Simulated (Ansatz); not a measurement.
# RbAl2: the cost of one run

Method: DFT PBE, scalar-relativistic, plane waves, PAW, in Ansatz 0.2.0.

1 further run of the same task is left out (set aside as unsound or not needed). Runs told in other sessions of the task aren't counted.

## (1) The starting structure

It takes space group P6/mmm (No. 191, hexagonal). The conventional cell has a = 5.849 Å, b = 5.849 Å, c = 3.014 Å, α = 90.00°, β = 90.00°, γ = 120.00°. Rb (site symmetry 6/mmm) has 2 Rb at 3.01 Å and 6 Al at 3.38 Å in its first shell of neighbours. Around Al (site symmetry -6m2) lie 5 Al at 3.01 to 3.38 Å and 3 Rb at 3.38 Å.

Coordinates:

```
Rb Al
1.0
     5.84864    0.00000    0.00000
    -2.92432    5.06507    0.00000
     0.00000    0.00000    3.01382
Rb Al
1 2
Direct
  0.00000 0.00000 0.00000
  0.33333 0.66667 0.00000
  0.66667 0.33333 0.00000
```

It is the end of an earlier relaxation with the same method, from a generated guess; it needn't be the stable form of this composition. At a tolerance of 0.05 Å it has space group P6/mmm (No. 191); it has 29.76 Å³/atom, an uncorrected energy of +0.67 eV/atom over the elements.

## (2) Electronic structure at the relaxed geometry

Contents of input.yaml:

```yaml
crystal:
  lattice:
    - [5.8486364473, 0.0, 0.0]
    - [-2.9243182236, 5.0650677408, 0.0]
    - [0.0, 0.0, 3.013820483]
  atoms:
    - { symbol: Rb, position: [0.0, 0.0, 0.0] }
    - { symbol: Al, position: [0.3333333333, 0.6666666667, 0.0] }
    - { symbol: Al, position: [0.6666666667, 0.3333333333, 0.0] }
basis:
  ecutwfc: 420
kpoints:
  mp_grid: { grid: [12, 12, 16] }
  band_path:
    path:
      - [[0.0, 0.0, 0.0], [0.5, 0.0, 0.0], [0.33333333, 0.33333333, 0.0], [0.0, 0.0, 0.0], [0.0, 0.0, 0.5], [0.5, 0.0, 0.5], [0.33333333, 0.33333333, 0.5], [0.0, 0.0, 0.5]]
      - [[0.5, 0.0, 0.5], [0.5, 0.0, 0.0]]
      - [[0.33333333, 0.33333333, 0.5], [0.33333333, 0.33333333, 0.0]]
    npoints: 14
hamiltonian:
  xc: pbe
scf:
  occupations: { method: gaussian, width: 0.1 }
  n_extra_bands: 7
output:
  forces: true
  stress: true
  eigenvalues: true
  populations: true
  dos: { projected: true, de: 0.02, nscf_kmesh: { grid: [15, 15, 20] } }
  bader: true
  write_density: true
  write_potential: true
  elf: true
  volumetric_format: npy
```

Command:

```
> ansatz run input.yaml --threads 1 --pin off --max-ram 2560MiB --backend cpu --events-out ev --progress --plain --runs-dir out
```

What time and memory should one allow on 1 thread of Intel Xeon 6975P-C (Granite Rapids), shared host?

About 22 s, with a peak of 0.59 GiB.
